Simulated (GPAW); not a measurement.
MnF2 in GPAW: the effect of functional

The system is MnF2.

```
Mn F
1.0
     4.87380    0.00000    0.00000
     0.00000    4.87380    0.00000
     0.00000    0.00000    3.31070
Mn F
2 4
Direct
  0.50000 0.50000 0.50000
  0.00000 0.00000 0.00000
  0.80530 0.19470 0.50000
  0.69470 0.69470 0.00000
  0.19470 0.80530 0.50000
  0.30530 0.30530 0.00000
```

Alike in all runs:

```yaml
Program: GPAW 26.7.0
Task: band structure
Cutoff: 800 eV
Basis: pw
k_mesh: 4 × 4 × 5
Occupations: fermi-dirac, width 0.05 eV
Spin: collinear spin, ferromagnetic start
Starting_moments: "[4.0, 4.0, 0.0, 0.0, 0.0, 0.0] μB"
```

```csv
functional,potentials or basis,gap on the mesh (eV),pressure (GPa)
PBE,GPAW PAW data sets (gpaw-data 1.2.1),0.92,3.5
PBEsol,PAW data sets generated in the run's folder for this functional,0.73,-0.5
LDA,the program's PAW data sets (release 1.2.1) made for this functional,?,?
```

Question: What does the run with functional LDA give?

Answer: gap on the mesh 0.62 eV; pressure -5.8 GPa.

Caveats: only a ferromagnetic start was run, and an antiferromagnetic order may lie lower in energy.

